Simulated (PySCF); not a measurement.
# H2Te: the cost of one run

Computed with PySCF 2.14.0 and routines of our own; the level stands in each step. Atoms count from 0.

## Step 1: The starting structure

3 atoms, charge 0, multiplicity 1; geometry from: GFN2-xTB.

## Step 2: Relaxing the molecule at PBE0-D3(BJ)/def2-SVP

Job settings and geometry (Å):

```
{"job": {"xc": "PBE0", "basis": "def2-SVP", "d3": "d3bj", "grid": 1, "maxiter": 30, "shake": 0.01, "kind": "geom"}, "charge": 0, "multiplicity": 1}
Te     0.025190     0.761640     0.001890
H     -1.140560    -0.397860    -0.012470
H      1.121380    -0.398720    -0.008610
```

Command:

```console
$ OMP_NUM_THREADS=1 python heavy_run.py task.json out
```

One launch serves the whole session: the jobs run in the order shown.

**Question.** How long does this first job take on 1 thread of Arm Neoverse V1, shared host, and how much memory does it need?

About 2.7 s, with a peak of 0.25 GiB.
